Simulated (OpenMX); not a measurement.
The system is HfIn4SiO6.

```
Hf In Si O
1.0
     5.33162    0.01593   -0.04837
    -2.57933    4.88198   -0.01914
    -1.51813   -1.22216    9.45525
Hf In Si O
1 4 1 6
Direct
  0.23802 0.06928 0.40279
  0.14547 0.57471 0.87038
  0.52445 0.72220 0.34881
  0.57313 0.31316 0.12096
  0.88250 0.38531 0.56415
  0.88112 0.94770 0.03773
  0.26442 0.40613 0.48868
  0.95713 0.78886 0.48788
  0.83989 0.63938 0.98584
  0.99055 0.00270 0.21370
  0.13665 0.20373 0.97864
  0.56667 0.94684 0.00044
```

The cell was built by a generator and needn't be a form met in nature.

Base run:

- Program: OpenMX 3.8.5
- Functional: PBE
- Potentials or basis: OpenMX 2013 PBE set, Hf7.0-s3p2d2, In7.0-s3p2d1, Si7.0-s2p1d1, O6.0-s2p2, grid cutoff 500 Ry
- k mesh: 7 × 7 × 3
- Occupations: fermi-dirac, width 0.05 eV
- Spin: no spin polarisation

Its results: band gap on the k mesh 1.03 eV, indirect (least direct gap 1.23 eV); pressure 1.8 GPa; largest force 0.830 eV/Å.

Problem. The run is repeated on the same cell with these changes: potentials or basis from OpenMX 2013 PBE set, Hf7.0-s3p2d2, In7.0-s3p2d1, Si7.0-s2p1d1, O6.0-s2p2, grid cutoff 500 Ry to OpenMX 2013 PBE set, Hf7.0-s3p2d2f1, In7.0-s3p2d2, Si7.0-s2p2d1, O6.0-s2p2d1, grid cutoff 500 Ry. What comes out?

Solution. Band gap on the k mesh 1.07 eV, indirect (least direct gap 1.22 eV); pressure 0.9 GPa; largest force 0.678 eV/Å.

Caveats: spin-orbit coupling is left out, which moves the levels of the heavy elements; the basis of atomic orbitals isn't converged, which shifts pressures, moduli and gaps.

A k mesh can miss the band edges.
